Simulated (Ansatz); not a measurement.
**MoNH (nonet): wave-function methods side by side, def2-SVP**

One table from this session's results is given with a row withheld; the runs are named, their logs left out.

Computed with Ansatz 0.2.0, Gaussian basis. Level: def2-SVP, core rule «outside noble gas», up to 5 orbitals frozen.

To be run: UHF; CCSD(T) on ROHF; CCSD(T) on UHF; CISD as a restricted active space (open shells left free, so some higher excitations enter); CCSDT(Q) on ROHF; CCSDT(Q) on UHF; CASSCF and MRCISD+Q, 12 electrons in 11 orbitals; CASSCF and MRCISD+Q(relaxed), 12 electrons in 11 orbitals; CASSCF and NEVPT2, 12 electrons in 11 orbitals.

21 further runs of the same task are left out: 3 for a known fault of the program, 7 that didn't finish, 11 set aside as unsound or not needed. Runs told in other sessions of the task aren't counted.

### What is computed

The geometry is a PBE0/def2-TZVP stationary point (not a proven minimum) of the parent state, kept for this charge and spin. No spin-orbit coupling is included. Elements past krypton take def2 core potentials.

3 atoms, charge 0, spin multiplicity 9.

Atoms are counted from 1 here; the program's logs count them from 0.

Bond lengths: Mo1–N2 2.057 Å, N2–H3 1.028 Å. Angles: Mo1–N2–H3 115.2°.

Set-up of the first run:

File in.yaml:

```yaml
crystal:
  periodic: [false, false, false]
  atoms:
    - {symbol: Mo, position_ang: [0.000000, 0.010781, 0.282315]}
    - {symbol: N, position_ang: [0.000000, -0.129244, -1.770393]}
    - {symbol: H, position_ang: [0.000000, 0.769802, -2.269895]}
basis:
  gaussian: {orbitals: def2-SVP}
magnetization: {spin_polarized: true, initial_magnetization: 8}
hamiltonian: {xc: hf}
output: {orbitals: {seedname: orbitals}}
```

Run with:

```console
ansatz run in.yaml --threads 1 --pin off --events-out ev --progress --plain --max-ram 2393MiB
```

Among the steps run: UHF; CCSD(T) on ROHF; CCSD(T) on UHF; CISD as a restricted active space (open shells left free, so some higher excitations enter); CCSDT(Q) on ROHF; CCSDT(Q) on UHF; CASSCF and MRCISD+Q, 12 electrons in 11 orbitals; CASSCF and MRCISD+Q(relaxed), 12 electrons in 11 orbitals; CASSCF and NEVPT2, 12 electrons in 11 orbitals.

One of the session's tables, all rows but one given; the rest of the session is left out.

It belongs to the step «Misses and costs». 

| method | from RCCSDT(Q) (meV) |
| --- | --- |
| ROHF | ? |
| UHF | +5237.5 |
| RMP2 | +801.0 |
| UMP2 | +758.2 |
| RCCSD | +112.4 |
| UCCSD | +65.7 |
| RCCSD(T) | +19.3 |
| UCCSD(T) | -25.3 |
| RCCSDT | +3.4 |
| UCCSDT | -41.2 |
| RCCSDT(Q) | 0 |
| UCCSDT(Q) | -44.6 |
| CASSCF valence | +4787.0 |
| NEVPT2 valence | +1099.7 |
| MRCISD valence | +320.6 |
| MRCISD+Q valence | +40.8 |
| MRCISD+Q(relaxed) valence | +26.0 |

**Question.** Estimate the row for ROHF.

As computed: from RCCSDT(Q) (meV): +5463.7. In the column «from RCCSDT(Q) (meV)» it is the highest.

Not comparable, so not listed: CISD as a restricted active space (open shells left free, so some higher excitations enter) (they don't share determinant, frozen orbitals or solution with the rows shown, or repeat one).

To keep in mind: Restricted and unrestricted rows rest on different reference determinants; a gap between their highest levels can come from leftover correlation error, from unlike frozen cores or from another state.
